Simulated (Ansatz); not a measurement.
# C₂H₆ClF₃O₂W: one species, many methods

An exercise on one series of results from a longer session: the logs are not shown, and one member is left open.

Method: functionals in def2-TZVPP, the program's frozen cores in correlated methods; program: Ansatz 0.2.0, Gaussian basis.

The runs, in order: LDA (SPW92), PBE-D4, revPBE-D4, BLYP-D4, r2SCAN-D4, B97M-V, PBE0-D4, B3LYP-D4, r2SCANh-D4, r2SCAN0-D4, HSE06-D4, BHLYP-D4, CAM-B3LYP-D4, LC-ωPBE, ωB97X-V, ωB97M-V, B2PLYP, PBE-QIDH; CCSD(T)/def2-SVP; CCSD(T)/def2-TZVPP; MP2/def2-QZVPP; extrapolation to the limit; RPA on PBE.

1 further run of the same task is left out (for a known fault of the program). Runs told in other sessions of the task aren't counted.

## Structure used throughout

An earlier PBE0-D4 in a triple-zeta def2 set relaxation fixed the geometry. W takes the def2 core potential; no spin-orbit term is included.

SMILES `C[O][W]([F])([F])([F])([Cl])[O]C`, 15 atoms, charge 0, spin multiplicity 1.

Atoms are counted from 1 here; the program's logs count them from 0.

Bond lengths: C1–O2 1.397 Å, C1–H10 1.094 Å, C1–H11 1.093 Å, C1–H12 1.091 Å, O2–W3 1.826 Å, W3–F4 1.863 Å, W3–F5 1.870 Å, W3–F6 1.870 Å, W3–Cl7 2.337 Å, W3–O8 1.826 Å, O8–C9 1.397 Å, C9–H13 1.091 Å, C9–H14 1.093 Å, C9–H15 1.094 Å. Angles: O2–C1–H10 108.4°, O2–C1–H11 109.4°, O2–C1–H12 109.1°, H10–C1–H11 109.5°, H10–C1–H12 110.0°, H11–C1–H12 110.3°, C1–O2–W3 145.0°, O2–W3–F4 93.4°, O2–W3–F5 88.8°, O2–W3–F6 173.0°, O2–W3–Cl7 89.4°, O2–W3–O8 97.4°, F4–W3–F5 89.2°, F4–W3–F6 89.2°, F4–W3–Cl7 175.8°, F4–W3–O8 93.4°, F5–W3–F6 84.8°, F5–W3–Cl7 87.7° and more.

Coordinates:

```xyz
15

C     2.07160    0.07199   -1.83433
O     0.85291   -0.16124   -1.19159
W    -0.51201    0.60387   -0.25021
F    -1.78835    0.17514   -1.53836
F    -0.18104    2.20935   -1.14939
F    -1.80926    1.58594    0.67074
Cl    1.02702    1.30041    1.36531
O    -0.91885   -0.84071    0.78994
C    -1.38829   -1.25818    2.03811
H     2.83877    0.23735   -1.07206
H     1.98592    0.95999   -2.46561
H     2.32941   -0.79835   -2.43918
H    -1.62352   -2.32239    1.99428
H    -2.27981   -0.68388    2.30220
H    -0.60449   -1.07929    2.78014
```

The first run:

The input, in.yaml:

```yaml
crystal:
  periodic: [false, false, false]
  atoms:
    - {symbol: C, position_ang: [2.071598, 0.071989, -1.834331]}
    - {symbol: O, position_ang: [0.852910, -0.161239, -1.191593]}
    - {symbol: W, position_ang: [-0.512010, 0.603866, -0.250208]}
    - {symbol: F, position_ang: [-1.788347, 0.175141, -1.538357]}
    - {symbol: F, position_ang: [-0.181041, 2.209347, -1.149388]}
    - {symbol: F, position_ang: [-1.809259, 1.585939, 0.670736]}
    - {symbol: Cl, position_ang: [1.027016, 1.300408, 1.365306]}
    - {symbol: O, position_ang: [-0.918848, -0.840705, 0.789944]}
    - {symbol: C, position_ang: [-1.388294, -1.258177, 2.038109]}
    - {symbol: H, position_ang: [2.838766, 0.237351, -1.072061]}
    - {symbol: H, position_ang: [1.985920, 0.959987, -2.465606]}
    - {symbol: H, position_ang: [2.329409, -0.798353, -2.439176]}
    - {symbol: H, position_ang: [-1.623524, -2.322386, 1.994284]}
    - {symbol: H, position_ang: [-2.279810, -0.683882, 2.302204]}
    - {symbol: H, position_ang: [-0.604485, -1.079285, 2.780138]}
basis:
  gaussian: {orbitals: def2-TZVPP}
hamiltonian: {xc: lda}
output: {orbitals: {seedname: orbitals}}
```

The run is started by

```bash
$ ansatz run in.yaml --threads 4 --pin off --events-out ev --progress --plain --max-ram 46080MiB --backend cuda --devices 0, --max-vram 37GiB
```

Among the steps run: LDA; PBE-D4 (GGA); revPBE-D4 (GGA); BLYP-D4 (GGA); r2SCAN-D4 (meta-GGA); B97M-V (meta-GGA); B3LYP-D4 (hybrid); r2SCANh-D4 (hybrid); r2SCAN0-D4 (hybrid); HSE06-D4 (hybrid); BHLYP-D4 (hybrid); CAM-B3LYP-D4 (range-separated); LC-ωPBE (range-separated); ωB97X-V (range-separated); ωB97M-V (range-separated); B2PLYP (double hybrid); PBE-QIDH (double hybrid).

One of the session's tables, all rows but one given; the rest of the session is left out.

It belongs to the step «Orbital energies across the functionals». 

| functional | HOMO (eV) | LUMO (eV) | gap (eV) |
| --- | --- | --- | --- |
| LDA (SPW92) | -7.54 | -3.96 | 3.58 |
| PBE-D4 | -7.36 | -3.75 | 3.61 |
| revPBE-D4 | -7.29 | -3.67 | 3.62 |
| BLYP-D4 | -7.22 | -3.67 | 3.55 |
| r2SCAN-D4 | -7.75 | -3.81 | 3.94 |
| B97M-V | -7.85 | -3.83 | 4.02 |
| PBE0-D4 | -8.84 | -3.19 | 5.66 |
| B3LYP-D4 | -8.57 | -3.39 | 5.17 |
| r2SCANh-D4 | -8.29 | -3.58 | 4.71 |
| r2SCAN0-D4 | -9.11 | -3.21 | 5.90 |
| HSE06-D4 | -8.44 | -3.56 | 4.88 |
| BHLYP-D4 | -10.20 | -2.44 | 7.76 |
| CAM-B3LYP-D4 | -10.23 | -2.16 | 8.06 |
| LC-ωPBE | ? | ? | ? |
| ωB97X-V | -11.25 | -1.10 | 10.16 |
| ωB97M-V | -11.12 | -1.12 | 10.00 |

Q: Estimate the row for LC-ωPBE from the others.

The run gave: HOMO (eV): -11.61; LUMO (eV): -1.01; gap (eV): 10.60. In the column «HOMO (eV)» it is the lowest.
